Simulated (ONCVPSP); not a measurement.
# Ge: generating and testing an ONCV potential

Task: generate the file, and judge it by its errors in other configurations, its logarithmic derivatives, its ghosts and its cutoff.

The numbers are computed with ONCVPSP 4.0.1.1 (patched build) (PBE, scalar-relativistic, spin-unpolarised reference atom).

### 1 The design

Typed settings, in words:

| Quantity | Value |
| --- | --- |
| element | germanium (Ge, Z = 32) |
| type | optimised norm-conserving Vanderbilt (ONCV) |
| frozen core | [Ar] |
| valence charge | 14 |
| reference configuration | 3d10 4s2 4p1.5 (charge +0.5) |
| partial waves | 4s: rc 1.65 bohr, ncon 4, nbas 8, qcut 3.5 1/bohr, 2 projectors, debl 1.2 Ha; 4p: rc 1.95 bohr, ncon 4, nbas 9, qcut 5 1/bohr, 3 projectors, debl 1.1 Ha; 3d: rc 0.65 bohr, ncon 4, nbas 9, qcut 15 1/bohr, 2 projectors, debl 2.6 Ha |
| local potential | polynomial inside 0.50 bohr (lpopt 3, dvloc0 0 Ha) |
| core correction | Teter function, fcfact 4, rcfact 1.5 |

The nodes and maxima of the atom's own shells, from an earlier all-electron run, set the scale for the radii.

All-electron outer shells of the reference configuration (PBE, scalar-relativistic, ld1.x):

```csv
shell,level (eV),outermost node (bohr),outermost maximum (bohr)
3s,-172.73,0.26,0.54
3p,-119.86,0.23,0.54
3d,-33.54,–,0.50
4s,-15.60,0.77,1.73
4p,-7.38,0.82,2.14
```

### 2 Generating the potential

Input file Ge.dat:

```
# ATOM AND REFERENCE CONFIGURATION
# atsym  z   nc   nv     iexc    psfile
  Ge 32.00    5    3        4      upf
#
#   n    l    f
    1    0    2.00
    2    0    2.00
    2    1    6.00
    3    0    2.00
    3    1    6.00
    3    2   10.00
    4    0    2.00
    4    1    1.50
#
# PSEUDOPOTENTIAL AND OPTIMIZATION
# lmax
    2
#
#   l,   rc,      ep,       ncon, nbas, qcut
    0    1.65    0.00    4    8    3.50
    1    1.95    0.00    4    9    5.00
    2    0.65    0.00    4    9   15.00
#
# LOCAL POTENTIAL
# lloc, lpopt,  rc(5),   dvloc0
    4    3    0.50    0.00
#
# VANDERBILT-KLEINMAN-BYLANDER PROJECTORs
# l, nproj, debl
    0    2    1.20
    1    3    1.10
    2    2    2.60
#
# MODEL CORE CHARGE
# icmod, fcfact, rcfact
    3    4.00    1.50
#
# LOG DERIVATIVE ANALYSIS
# epsh1, epsh2, depsh
   -3.00    5.00    0.02
#
# OUTPUT GRID
# rlmax, drl
    6.00    0.01
#
# TEST CONFIGURATIONS
# ncnf
    4
# nvcnf
#   n    l    f
    3
    3    2   10.00
    4    0    2.00
    4    1    2.00
#
    3
    3    2   10.00
    4    0    2.00
    4    1    1.00
#
    3
    3    2   10.00
    4    0    2.00
    4    1    0.00
#
    3
    3    2    9.00
    4    0    2.00
    4    1    3.00
#
```

Started as:

```
$ oncvpsp.x < Ge.dat > Ge.out
```

What does the calculation give? Wanted: cutoffs for 1 and 0.1 mHa per electron, occupied waves; bound ghosts; GHOST(+) flags; largest test error; largest phase difference near zero energy, channels read; rms error of d²Exc/dn², without and with the model core.

The runs gave:

| quantity | value |
| --- | --- |
| cutoffs for 1 and 0.1 mHa per electron, occupied waves | 698 Ha and 810 Ha |
| bound ghosts | s at -388.63 eV |
| GHOST(+) flags | p at 2 eV, p at 1972 eV (1 near or above the test basis's cutoff) |
| largest test error (AE − PS) | -4.8 meV, for 3d10 4s2 4p0 (1 test unsolved) |
| largest phase difference near zero energy, channels read | 3.142 rad |
| rms error of d²Exc/dn², without and with the model core | 6.88 and 1.55 mHa |

In words: It has a bound ghost (s), a state that the atom doesn't have, and that rules the file out. By total energies transferability is very good where solved: the largest error is 4.8 meV on 20.1 eV, for 3d10 4s2 4p0. Atomic tests can pass in spite of a ghost, since they solve only for the levels asked. Of the tests 1 gave no usable energy difference, which is a warning in itself. By its cutoff, 698 Ha for the looser tolerance, it is very hard. The 3d wave sets it; 4s needs 18 Ha. Near zero energy the largest phase difference among the channels read is 3.14 rad, in the p channel. A step near π is an extra or missing state, not a misfit of shape. The pseudo curves have a pole with no partner nearby in the atom's: p at 0.06 Ha. At positive energy that is a spurious or a displaced resonance. The program also flags highly localised states, GHOST(+) (p). All of this concerns the isolated atom, not yet a solid.
